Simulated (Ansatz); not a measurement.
# HfSnO4: the cost of one run

Program: Ansatz 0.2.0. Level of theory: DFT PBE, scalar-relativistic, plane waves, PAW. These are calculated values, not measurements.

### Step 1. The system as given

The structure is tetragonal, space group P-4m2 (No. 115). Conventional cell: a = 3.866 Å, b = 3.866 Å, c = 5.619 Å, α = 90.00°, β = 90.00°, γ = 90.00°. Hf (site symmetry -4m2) has 4 O at 2.23 Å as nearest neighbours. Sn (site symmetry -4m2) has 4 O at 2.23 Å as nearest neighbours. O (site symmetry 2mm) is surrounded by 2 Hf at 2.23 Å. O (site symmetry 2mm) has 2 Sn at 2.23 Å as nearest neighbours.

Coordinates:

```cif
data_structure
_symmetry_space_group_name_H-M 'P 1'
_symmetry_Int_Tables_number 1
_cell_length_a 3.8656
_cell_length_b 3.8656
_cell_length_c 5.6189
_cell_angle_alpha 90.000
_cell_angle_beta 90.000
_cell_angle_gamma 90.000
_cell_volume 83.96
loop_
_atom_site_label
_atom_site_type_symbol
_atom_site_fract_x
_atom_site_fract_y
_atom_site_fract_z
_atom_site_occupancy
Hf1 Hf 0.50000 0.50000 0.50000 1
Sn1 Sn 0.00000 0.00000 0.00000 1
O1 O 0.00000 0.50000 0.69721 1
O2 O 0.50000 0.00000 0.80279 1
O3 O 0.50000 0.00000 0.30279 1
O4 O 0.00000 0.50000 0.19721 1
```

The start is an ordering of an alloy on its end members' structure types: elements ordered on the sites of the HfO2 type, Hf/Sn on Hf (P-4m2, No. 115).

### Step 2. A first look at the guess

input.yaml

```yaml
crystal:
  lattice:
    - [3.86559081, 0.0, 0.0]
    - [0.0, 3.86559081, 0.0]
    - [0.0, 0.0, 5.61894043]
  atoms:
    - { symbol: Hf, position: [0.5, 0.5, 0.5] }
    - { symbol: Sn, position: [0.0, 0.0, 0.0] }
    - { symbol: O, position: [0.0, 0.5, 0.69720787] }
    - { symbol: O, position: [0.5, 0.0, 0.80279213] }
    - { symbol: O, position: [0.5, 0.0, 0.30279213] }
    - { symbol: O, position: [0.0, 0.5, 0.19720787] }
basis:
  ecutwfc: 420
kpoints:
  mp_grid: { grid: [4, 4, 4] }
hamiltonian:
  xc: pbe
scf:
  occupations: { method: gaussian, width: 0.1 }
  lower_state_search: "off"
output:
  forces: true
  stress: true
  eigenvalues: true
```

Launch:

```sh
$ ansatz run input.yaml --threads 1 --pin off --max-ram 2560MiB --backend cpu --events-out ev --progress --plain --runs-dir out
```

**Question.** How long does this run take on 1 thread of AMD EPYC 9R45 (Zen 5), shared host, and how much memory does it need?

About 2.3 s, with a peak of 0.37 GiB.
